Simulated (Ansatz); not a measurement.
**C₅H₂F₆O₃Sn: up Jacob's ladder to CCSD(T)**

The task here is to estimate one member of a computed series from the others.

The runs use Ansatz 0.2.0, Gaussian basis; functionals in def2-TZVPP, the program's frozen cores in correlated methods.

Plan: LDA (SPW92), PBE-D4, revPBE-D4, BLYP-D4, r2SCAN-D4, B97M-V, PBE0-D4, B3LYP-D4, r2SCANh-D4, r2SCAN0-D4, HSE06-D4, BHLYP-D4, CAM-B3LYP-D4, LC-ωPBE, ωB97X-V, ωB97M-V, B2PLYP, PBE-QIDH; CCSD(T)/def2-SVP; CCSD(T)/def2-TZVPP; MP2/def2-QZVPP; extrapolation to the limit; RPA on PBE.

**The relaxed structure**

The geometry comes from an earlier relaxation with PBE0-D4 in a triple-zeta def2 set; it is a stationary point, not always the lowest conformer. Sn takes the def2 core potential; no spin-orbit term is included.

17 atoms, charge 0, spin multiplicity 1.

Atoms are counted from 1 here; the program's logs count them from 0.

Bond lengths: O1–Sn2 1.981 Å, O1–H16 0.959 Å, Sn2–O3 2.188 Å, Sn2–O15 2.188 Å, O3–C4 1.254 Å, C4–C5 1.538 Å, C4–C9 1.389 Å, C5–F6 1.329 Å, C5–F7 1.333 Å, C5–F8 1.332 Å, C9–C10 1.389 Å, C9–H17 1.077 Å, C10–C11 1.538 Å, C10–O15 1.254 Å, C11–F12 1.333 Å, C11–F13 1.329 Å, C11–F14 1.332 Å. Angles: Sn2–O1–H16 116.6°, O1–Sn2–O3 87.5°, O1–Sn2–O15 87.4°, O3–Sn2–O15 81.0°, Sn2–O3–C4 127.3°, O3–C4–C5 113.0°, O3–C4–C9 128.4°, C5–C4–C9 118.6°, C4–C5–F6 110.1°, C4–C5–F7 109.6°, C4–C5–F8 112.6°, F6–C5–F7 108.3°, F6–C5–F8 108.1°, F7–C5–F8 108.0°, C4–C9–C10 122.0°, C4–C9–H17 118.9°, C10–C9–H17 118.9°, C9–C10–C11 118.6° and more.

The first run:

Contents of in.yaml:

```yaml
crystal:
  periodic: [false, false, false]
  atoms:
    - {symbol: O, position_ang: [-1.541462, -1.232019, 2.187055]}
    - {symbol: Sn, position_ang: [-1.723412, -2.216038, 0.477429]}
    - {symbol: O, position_ang: [-1.832510, -0.270689, -0.517921]}
    - {symbol: C, position_ang: [-0.932787, 0.600797, -0.582634]}
    - {symbol: C, position_ang: [-1.455575, 1.970291, -1.049054]}
    - {symbol: F, position_ang: [-2.428735, 2.385424, -0.244621]}
    - {symbol: F, position_ang: [-1.948247, 1.865171, -2.282915]}
    - {symbol: F, position_ang: [-0.504381, 2.903203, -1.063937]}
    - {symbol: C, position_ang: [0.425019, 0.459183, -0.324148]}
    - {symbol: C, position_ang: [0.989479, -0.768131, 0.000823]}
    - {symbol: C, position_ang: [2.517205, -0.858903, 0.156368]}
    - {symbol: F, position_ang: [3.015318, -1.667601, -0.778597]}
    - {symbol: F, position_ang: [2.825788, -1.358741, 1.348570]}
    - {symbol: F, position_ang: [3.115100, 0.325793, 0.036665]}
    - {symbol: O, position_ang: [0.414232, -1.870687, 0.164011]}
    - {symbol: H, position_ang: [-2.021263, -1.585303, 2.938905]}
    - {symbol: H, position_ang: [1.067432, 1.317850, -0.425997]}
basis:
  gaussian: {orbitals: def2-TZVPP}
hamiltonian: {xc: lda}
output: {orbitals: {seedname: orbitals}}
```

Launch:

```bash
$ ansatz run in.yaml --threads 11 --pin off --events-out ev --progress --plain --max-ram 120832MiB --backend cuda --devices 0, --max-vram 75GiB
```

Among the steps run: LDA; PBE-D4 (GGA); revPBE-D4 (GGA); BLYP-D4 (GGA); r2SCAN-D4 (meta-GGA); B97M-V (meta-GGA); PBE0-D4 (hybrid); B3LYP-D4 (hybrid); r2SCANh-D4 (hybrid); r2SCAN0-D4 (hybrid); HSE06-D4 (hybrid); BHLYP-D4 (hybrid); CAM-B3LYP-D4 (range-separated); LC-ωPBE (range-separated); ωB97X-V (range-separated); ωB97M-V (range-separated); B2PLYP (double hybrid); PBE-QIDH (double hybrid).

One table of the session follows, with a row left open; its other results are not shown here.

It belongs to the step «Orbital energies across the functionals». 

```
  functional  HOMO (eV)  LUMO (eV)  gap (eV)
 LDA (SPW92)      -6.78      -4.03      2.75
      PBE-D4      -6.51      -3.70      2.81
   revPBE-D4      -6.42      -3.57      2.85
     BLYP-D4      -6.41      -3.56      2.85
   r2SCAN-D4          ?          ?         ?
      B97M-V      -6.68      -3.54      3.15
     PBE0-D4      -7.69      -2.92      4.77
    B3LYP-D4      -7.53      -3.12      4.41
  r2SCANh-D4      -7.25      -3.37      3.88
  r2SCAN0-D4      -7.91      -2.91      5.00
    HSE06-D4      -7.29      -3.30      3.99
    BHLYP-D4      -8.76      -1.96      6.80
CAM-B3LYP-D4      -9.02      -1.85      7.17
     LC-ωPBE     -10.20      -0.78      9.42
     ωB97X-V      -9.90      -0.77      9.13
     ωB97M-V      -9.86      -0.81      9.04
```

Estimate the missing values for r2SCAN-D4.

Worked estimate for «HOMO (eV)». Against the share of exact exchange, r2SCANh-D4 (0.1, -7.25), r2SCAN0-D4 (0.25, -7.91) give a slope of -4.40 per unit share; at 0 the line stands at -6.81.

**Answer.** HOMO (eV): -6.80; LUMO (eV): -3.67; gap (eV): 3.14. In «HOMO (eV)» the line misses by -0.01.
